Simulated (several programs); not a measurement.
# SnC3 (ordering on diamond) from semi-empirical methods to plane-wave DFT

SnC3 as one 4-atom ordering (P-4m2) on the diamond lattice, relaxed with r2SCAN in Ansatz, was computed with several methods. It is tetragonal, P-4m2 (No. 115); conventional cell a = 2.979 Å, c = 4.644 Å, 10.30 Å³ an atom. Around C lie 2 C at 1.71 Å and 2 Sn at 2.11 Å; around C lie 4 C at 1.71 Å; around Sn lie 4 C at 2.11 Å and 4 Sn at 2.98 Å. Values at 0 K without nuclear motion; spin polarisation is off, and the phase may be a hypothetical one.

```
C Sn
1.0
     2.97889    0.00000    0.00000
     0.00000    2.97889    0.00000
     0.00000    0.00000    4.64352
C Sn
3 1
Cartesian
  1.4894 0.0000 3.8094
  1.4894 1.4894 0.0000
  0.0000 1.4894 0.8341
  0.0000 0.0000 2.3218
```

Gaps and times are for a single point on this cell; volume and bulk modulus come from each method's own relaxation or energy curve at fixed shape, which is too stiff where a cell has free coordinates or axes. Times are rough, from shared hosts (Arm Neoverse V1; Arm Neoverse V2; Intel Xeon 6975P-C), and each method has its own mesh and cell size. A double dagger marks a value from a curve with shape and coordinates held. PM6 (MOPAC), PM7 (MOPAC), GFN1-xTB (tblite), GFN2-xTB (tblite) treat a cluster of cells at its zone centre, which samples few k points: where these miss a band edge, the gap comes out too large for that reason alone. Gaps from k meshes are read at a limited set of points (mesh, symmetry points, PBE's band edges), so each method's own least gap may be somewhat smaller. xTB and the PM methods were fitted mostly to molecules, and can miss a solid's gap by electronvolts. Minimal bases can be far off for gaps. Times of the plane-wave ladder aren't listed, since it ran on unlike processors and cards. GLLB-SC's gap includes the derivative discontinuity. G0W0 is at finite bands, cutoff and mesh. d marks a direct gap, i an indirect one (no mark: not told apart), a dash a value that wasn't computed or didn't pass its checks.

| method | kind | gap (eV) | own volume (Å³/atom) | bulk modulus (GPa) | atoms computed | processor time |
| --- | --- | --- | --- | --- | --- | --- |
| light PBE (260 eV and a coarse mesh) | light plane-wave | 0.23 i | – | – | 4 | 0.78 s |
| GFN1-xTB (tblite) | tight binding | 1.48 | 9.51‡ | 266‡ | cluster | 2.1 s |
| PM7 (MOPAC) | semi-empirical | 7.28 | – | – | cluster | 3.6 s |
| PBE | semilocal | 0.34 i | 10.40 | 207‡ | 4 | – |
| PM6 (MOPAC) | semi-empirical | 7.74 | – | – | cluster | 5.2 s |
| PBE/SZV (CP2K) | small basis | 2.09 i | 10.40‡ | 234‡ | 4 | 6.9 s |
| GFN2-xTB (tblite) | tight binding | 0.97 | – | – | cluster | 8.4 s |
| r2SCAN | semilocal | 0.40 i | 10.30 | 220‡ | 4 | – |
| GLLB-SC (GPAW) | model potential | 0.49 | – | – | 4 | 11 s |
| PBE/single zeta (GPAW) | small basis | 0.64 i | – | – | 4 | 12 s |
| PBE+SOC | semilocal | 0.32 i | – | – | 4 | – |
| PBE/DZVP (CP2K) | small basis | 0.46 i | 10.49‡ | 202‡ | 4 | 19 s |
| PBE0 | hybrid | 1.84 i | – | – | 4 | – |
| HSE06 | hybrid | 1.13 i | – | – | 4 | – |
| G0W0@r2SCAN (140 eV screening cutoff) | many-body | 0.83 | – | – | 4 | – |
| G0W0@HSE06 (140 eV screening cutoff) | many-body | 1.14 | – | – | 4 | – |
| G0W0@PBE (210 eV screening cutoff) | many-body | 0.78 | – | – | 4 | – |

Against HSE06 (1.13 eV) and with closed or daggered gaps left aside, the nearest gap at the points sampled is that of G0W0@HSE06 (140 eV screening cutoff) (+0.01 eV) and the farthest that of PM6 (MOPAC) (+6.61 eV). HSE06 is only a yardstick of convenience, and nearness to it can be luck.

Volumes against r2SCAN's: PBE +1.0 %.

Only the rows marked +SOC include spin-orbit coupling.
